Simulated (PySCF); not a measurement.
# CoNCl₂: singlet, from a T-shaped (ligand arrangement 1) start

The task is one start of a wider search on CoNCl₂: the singlet, from a T-shaped (ligand arrangement 1) start. It is relaxed, tested by its Hessian and followed downhill if it is a saddle.

Method: PBE0, basis Co def2-TZVP, N def2-TZVP, Cl def2-TZVP, no relativity, density fitting; program: PySCF 2.14.0.

**1. Where the work starts**

4 atoms, charge 0, spin multiplicity 1.

Bond lengths: Co1–N2 1.630 Å, Co1–Cl3 2.100 Å, Co1–Cl4 2.100 Å. Angles: N2–Co1–Cl3 88.0°, N2–Co1–Cl4 176.0°, Cl3–Co1–Cl4 88.0°.

```xyz
4
charge 0 multiplicity 1
Co    0.0000    0.0000    0.0000
N    -1.6290    0.0000    0.0569
Cl    0.0000    0.0000    2.1000
Cl    2.0987    0.0000    0.0733
```

**2. Finding the electronic state**

The steps below are one call of a driver around PySCF. For each, scf.py gives the equivalent set-up of the SCF; relaxations use the driver's own optimiser. After this first run the driver tries any further starts and a stability analysis.

File scf.py:

```python
from pyscf import gto, scf, dft
mol = gto.M(atom='''
Co     0.000000     0.000000     0.000000
N     -1.629000     0.000000     0.056900
Cl     0.000000     0.000000     2.100000
Cl     2.098700     0.000000     0.073300''',
    basis={'Co': 'def2-TZVP', 'N': 'def2-TZVP', 'Cl': 'def2-TZVP'},
    charge=0, spin=0)
mf = dft.RKS(mol, xc='PBE0')
mf.grids.atom_grid = (50, 194)
aux = {'Co': 'def2-universal-JKFIT', 'N': 'def2-universal-JKFIT', 'Cl': 'def2-universal-JKFIT'}
mf = mf.density_fit(auxbasis=aux)
mf.conv_tol = 1e-08
mf.diis_space = 10
mf.max_cycle = 60
mf.init_guess = 'minao'
mf.verbose = 4
mf.kernel()
```

Started as:

```
$ OMP_NUM_THREADS=4 python axn.py task.json out
```

Further steps of the session: Relaxing the singlet from the T-shaped (ligand arrangement 1) start; Is it a minimum? Harmonic modes; The broken-symmetry singlet; Hessian and properties.

Before running it: what results should come out? Wanted: minimum; geometry; wavenumbers; dipole moment; highest occupied, lowest empty level; polar-tensor charge of Co1; zero-point energy; atomisation energy; ⟨S²⟩.

As calculated:

| quantity | value |
| --- | --- |
| minimum | broken-symmetry (Ms = 0), C2v |
| geometry | Co–Cl 2.084 Å (×2), Co–N 1.644 Å; Cl–Co–Cl 131.6°, Cl–Co–N 114.2° (×2) |
| wavenumbers (cm⁻¹) | 101 (a1), 113 (b1), 164 (b2), 299 (a1), 453 (a1), 481 (b2) |
| dipole moment | 1.50 D |
| highest occupied, lowest empty level (either spin) | -8.46, -4.92 eV |
| polar-tensor charge of Co1 | +0.85 e |
| zero-point energy | 9.6 kJ/mol |
| entropy at 298.15 K | 329.3 J/(mol K) |
| atomisation energy (no zero-point energy) | 819 kJ/mol |
| ⟨S²⟩ | 1.646 |

In words: From Cs at the start the molecule goes to a C2v minimum. The determinant is spin-contaminated (⟨S²⟩ = 1.65 against 0.00), so it is no pure spin state. The strongest infrared band lies at 481 cm⁻¹ (b2, stretch). Only this shape and spin were tried, so other structures or states may lie lower.
